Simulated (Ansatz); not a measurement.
# AgCl: how the settings move a single-point run

Question: which choices in the input matter for AgCl?

Method: reference: DFT, HSE06, plane waves, PAW, in Ansatz 0.2.0.

4 further runs of the same task are left out: 4 that didn't finish.

### Step 1. Starting point

The structure is cubic, space group Fm-3m (No. 225). The conventional cell has a = 5.546 Å, b = 5.546 Å, c = 5.546 Å, α = 90.00°, β = 90.00°, γ = 90.00°. Around Ag (site symmetry m-3m) lie 6 Cl at 2.77 Å. Cl (site symmetry m-3m) is surrounded by 6 Ag at 2.77 Å.

Coordinates:

```xyz
2
Lattice="0.0000 2.7732 2.7732 2.7732 0.0000 2.7732 2.7732 2.7732 0.0000" Properties=species:S:1:pos:R:3 pbc="T T T"
Ag    0.0000    0.0000    0.0000
Cl    2.7732    2.7732    2.7732
```

### Step 2. Reference

input.yaml

```yaml
crystal:
  lattice:
    - [0.0, 2.7731838126, 2.7731838126]
    - [2.7731838126, 0.0, 2.7731838126]
    - [2.7731838126, 2.7731838126, 0.0]
  atoms:
    - { symbol: Ag, position: [0.0, 0.0, 0.0] }
    - { symbol: Cl, position: [0.5, 0.5, 0.5] }
kpoints:
  mp_grid: { grid: [4, 4, 4] }
hamiltonian:
  xc: hse06
scf:
  occupations: { method: fixed }
  n_extra_bands: 4
output:
  forces: true
  stress: true
  eigenvalues: true
```

Run with:

```sh
$ ansatz run input.yaml --threads 4 --pin off --max-ram 3686MiB --backend cpu --events-out ev --progress --plain --runs-dir out
```

### Step 3. Changing settings: mp_grid.grid [6, 6, 6], xc r2scan

Edit input.yaml of step 2 so:

```diff
@@ -9,5 +9,5 @@
 kpoints:
-  mp_grid: { grid: [4, 4, 4] }
+  mp_grid: { grid: [6, 6, 6] }
 hamiltonian:
-  xc: hse06
+  xc: r2scan
 scf:
```

### Step 4. Variant: exchange pbe, correlation pbe, coeff 0.75

Edit input.yaml of step 2 so:

```diff
@@ -11,3 +11,3 @@
 hamiltonian:
-  xc: hse06
+  xc: { exchange: pbe, correlation: pbe, exx: { coeff: 0.75 } }
 scf:
```

### Step 5. Changing settings: singularity wigner_seitz

Edit input.yaml of step 2 so:

```diff
@@ -15,2 +15,3 @@
   n_extra_bands: 4
+  exx: { singularity: wigner_seitz }
 output:
```

Q: Predict the outcome of this session. Wanted: for each run, ending; energy change; pressure; gap; force.

**Answer**, as computed:

| run | ending | energy change | pressure (GPa) | gap (eV) | force (eV/Å) | cycles | time |
| --- | --- | --- | --- | --- | --- | --- | --- |
| reference | converged | - | 1.5 | 2.42 | 0.00 | 12 | 8 s |
| 1: mp_grid.grid [6, 6, 6], xc r2scan | converged | not comparable | 0.0 | 1.48 | 0.00 | 7 | 1.7 s |
| 2: exchange pbe, correlation pbe, coeff 0.75 | converged | not comparable | 0.6 | 7.86 | 0.00 | 17 | 9.5 s |
| 3: singularity wigner_seitz | converged | - | 1.5 | 2.42 | 0.00 | 12 | 7.9 s |

Residual by cycle in the longest SCF loop of each run; runs are numbered as in the table. The quantity is the density residual dr2, in eV.

| cycle | reference | run 1 | run 2 | run 3 |
| --- | --- | --- | --- | --- |
| 1 | 0.0397 | 0.0191 | 0.135 | 0.0397 |
| 2 | 0.00433 | 0.0035 | 0.0578 | 0.00433 |
| 3 | 0.00141 | 7.1e-4 | 0.0233 | 0.00141 |
| 4 | 1.8e-4 | 1.3e-4 | 0.00628 | 1.8e-4 |
| 5 | 5.3e-5 | 5.8e-6 | 3.2e-4 | 5.3e-5 |
| 6 | 1.7e-6 | 8.8e-8 | 1.1e-4 | 1.7e-6 |
| 7 | - | 2.0e-10 | - | - |

What this shows: Of the variants the dearest is «exchange pbe, correlation pbe, coeff 0.75» (9.5 s), the cheapest «mp_grid.grid [6, 6, 6], xc r2scan» (1.7 s), on a shared host.
